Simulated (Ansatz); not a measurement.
# C₂H₁₀AlNSi: one species, many methods

An exercise on one series of results from a longer session: the logs are not shown, and one member is left open.

The runs use Ansatz 0.2.0, Gaussian basis; functionals in def2-TZVPP, the program's frozen cores in correlated methods.

The runs, in order: PBE-D4, r2SCAN-D4, PBE0-D4, B3LYP-D4, ωB97X-V, ωB97M-V, B2PLYP; CCSD(T)/def2-TZVPP; MP2/def2-QZVPP; extrapolation to the limit.

### Structure used throughout

The geometry comes from an earlier relaxation with PBE0-D4 in a triple-zeta def2 set; it is a stationary point, not always the lowest conformer.

15 atoms, charge 0, spin multiplicity 1.

Atoms are counted from 1 here; the program's logs count them from 0.

Bond lengths: C1–N2 1.455 Å, C1–H6 1.091 Å, C1–H7 1.095 Å, C1–H8 1.091 Å, N2–C3 1.513 Å, N2–Al4 1.997 Å, N2–H9 1.011 Å, C3–Al4 1.956 Å, C3–H10 1.088 Å, C3–H11 1.087 Å, Al4–Si5 2.449 Å, Al4–H12 1.591 Å, Si5–H13 1.493 Å, Si5–H14 1.493 Å, Si5–H15 1.497 Å. Angles: N2–C1–H6 109.9°, N2–C1–H7 111.6°, N2–C1–H8 108.9°, H6–C1–H7 109.5°, H6–C1–H8 108.1°, H7–C1–H8 108.6°, C1–N2–C3 116.2°, C1–N2–Al4 125.4°, C1–N2–H9 111.0°, C3–N2–Al4 66.1°, C3–N2–H9 111.2°, Al4–N2–H9 118.2°, N2–C3–Al4 68.9°, N2–C3–H10 110.0°, N2–C3–H11 111.4°, Al4–C3–H10 121.6°, Al4–C3–H11 124.3°, H10–C3–H11 110.6° and more.

Set-up of the first run:

Input file in.yaml:

```yaml
crystal:
  periodic: [false, false, false]
  atoms:
    - {symbol: C, position_ang: [-1.514713, 0.806981, 1.464796]}
    - {symbol: N, position_ang: [-0.296291, 0.410621, 0.775939]}
    - {symbol: C, position_ang: [0.212829, -0.983999, 1.069048]}
    - {symbol: Al, position_ang: [-0.207158, -0.773563, -0.829484]}
    - {symbol: Si, position_ang: [1.615758, -0.061180, -2.301572]}
    - {symbol: H, position_ang: [-1.841919, 1.785419, 1.108880]}
    - {symbol: H, position_ang: [-1.372225, 0.840675, 2.550310]}
    - {symbol: H, position_ang: [-2.299908, 0.084373, 1.238570]}
    - {symbol: H, position_ang: [0.431840, 1.100486, 0.902517]}
    - {symbol: H, position_ang: [-0.466327, -1.493170, 1.749839]}
    - {symbol: H, position_ang: [1.219133, -0.960243, 1.480180]}
    - {symbol: H, position_ang: [-1.680622, -1.143223, -1.300720]}
    - {symbol: H, position_ang: [1.191566, 0.841144, -3.413487]}
    - {symbol: H, position_ang: [2.338098, -1.201659, -2.939965]}
    - {symbol: H, position_ang: [2.647938, 0.696738, -1.525452]}
basis:
  gaussian: {orbitals: def2-TZVPP}
hamiltonian: {xc: pbe, dispersion: d4}
output: {forces: true, orbitals: {seedname: orbitals}}
```

Launch:

```
ansatz run in.yaml --threads 4 --pin off --events-out ev --progress --plain --max-ram 10444MiB
```

Steps of the session up to this table: PBE-D4 (GGA); r2SCAN-D4 (meta-GGA); PBE0-D4 (hybrid); B3LYP-D4 (hybrid); ωB97X-V (range-separated); ωB97M-V (range-separated); B2PLYP (double hybrid); CCSD(T) in def2-TZVPP; MP2 in def2-QZVPP.

One table of the session follows, with a row left open; its other results are not shown here.

```
            method  atomisation energy (eV)
            PBE-D4                   52.152
         r2SCAN-D4                   51.721
           PBE0-D4                   51.630
          B3LYP-D4                   51.778
           ωB97X-V                   52.032
           ωB97M-V                   51.834
            B2PLYP                        ?
     HF/def2-TZVPP                   37.984
    MP2/def2-TZVPP                   50.498
   CCSD/def2-TZVPP                   49.847
CCSD(T)/def2-TZVPP                   50.454
           MP2/CBS                   51.776
       CCSD(T)/CBS                   51.732
```

**Question.** Estimate the row for B2PLYP.

As computed: atomisation energy (eV): 51.056. In the column «atomisation energy (eV)» it lies between MP2/def2-TZVPP (50.498) and PBE0-D4 (51.630).

To keep in mind: Free atoms (2 C, 1 N, 1 Al, 1 Si, 10 H) were run apart at each level; the atomisation energy is their sum less the molecule, without zero-point or spin-orbit terms.
